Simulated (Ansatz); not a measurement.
# C2H7InSi: the cost of one run

All numbers below are computed with Ansatz 0.2.0 (RKS BLYP-D4/def2-SVP).

1 further run of the same task is left out (it didn't finish).

## Step 1: The system as given

Bond lengths: C1–C2 1.323 Å, C2–Si3 1.884 Å, C2–In4 2.222 Å, C1–H5 1.091 Å, C1–H6 1.084 Å, Si3–H7 1.471 Å, Si3–H8 1.472 Å, Si3–H9 1.467 Å, In4–H10 1.764 Å, In4–H11 1.763 Å. Angles (14 of 15 angles, heavy atoms first): C1–C2–Si3 126.5°, C1–C2–In4 113.4°, Si3–C2–In4 120.0°, C2–C1–H5 121.8°, C2–C1–H6 123.0°, C2–Si3–H7 107.9°, C2–Si3–H8 107.8°, C2–Si3–H9 110.0°, C2–In4–H10 116.6°, C2–In4–H11 127.1°, H5–C1–H6 115.2°, H7–Si3–H8 110.4°, H7–Si3–H9 110.3°, H8–Si3–H9 110.4°.

Coordinates:

```xyz
11

C    -0.5390    1.5399    0.1455
C    -0.1132    0.2885    0.0810
Si   -0.0462   -0.9484    1.5010
In    0.5681   -0.3086   -1.9475
H    -0.5419    2.1923   -0.7288
H    -0.9097    1.9909    1.0594
H     1.3642   -1.3004    1.7271
H    -0.8145   -2.1377    1.0975
H    -0.6234   -0.3540    2.7113
H     0.4629    0.9202   -3.2089
H     1.1928   -1.8826   -2.4378
```

## Step 2: End point A

The input, input.yaml:

```yaml
crystal:
  periodic: [false, false, false]
  atoms:
    - { symbol: C, position_ang: [-0.53902, 1.53992, 0.14553] }
    - { symbol: C, position_ang: [-0.11324, 0.28848, 0.08099] }
    - { symbol: Si, position_ang: [-0.04623, -0.94844, 1.50105] }
    - { symbol: In, position_ang: [0.56805, -0.30864, -1.94746] }
    - { symbol: H, position_ang: [-0.54191, 2.19232, -0.72875] }
    - { symbol: H, position_ang: [-0.90974, 1.99094, 1.05944] }
    - { symbol: H, position_ang: [1.3642, -1.30036, 1.72712] }
    - { symbol: H, position_ang: [-0.81446, -2.13769, 1.0975] }
    - { symbol: H, position_ang: [-0.62341, -0.35405, 2.71128] }
    - { symbol: H, position_ang: [0.46292, 0.92018, -3.20893] }
    - { symbol: H, position_ang: [1.19285, -1.88265, -2.43777] }
basis:
  gaussian: { orbitals: def2-SVP }
hamiltonian:
  xc: blyp
  dispersion: d4
relax:
  f_tol: 0.02
  max_steps: 50
output:
  orbitals: {}
```

Command:

```console
> ansatz run input.yaml --threads 2 --pin off --max-ram 3072MiB --backend cpu --events-out ev --progress --plain --runs-dir out
```

Q: Estimate wall time and peak memory on 2 threads of Intel Xeon 6975P-C (Granite Rapids), shared host.

About 9.4 s, with a peak of 0.17 GiB.
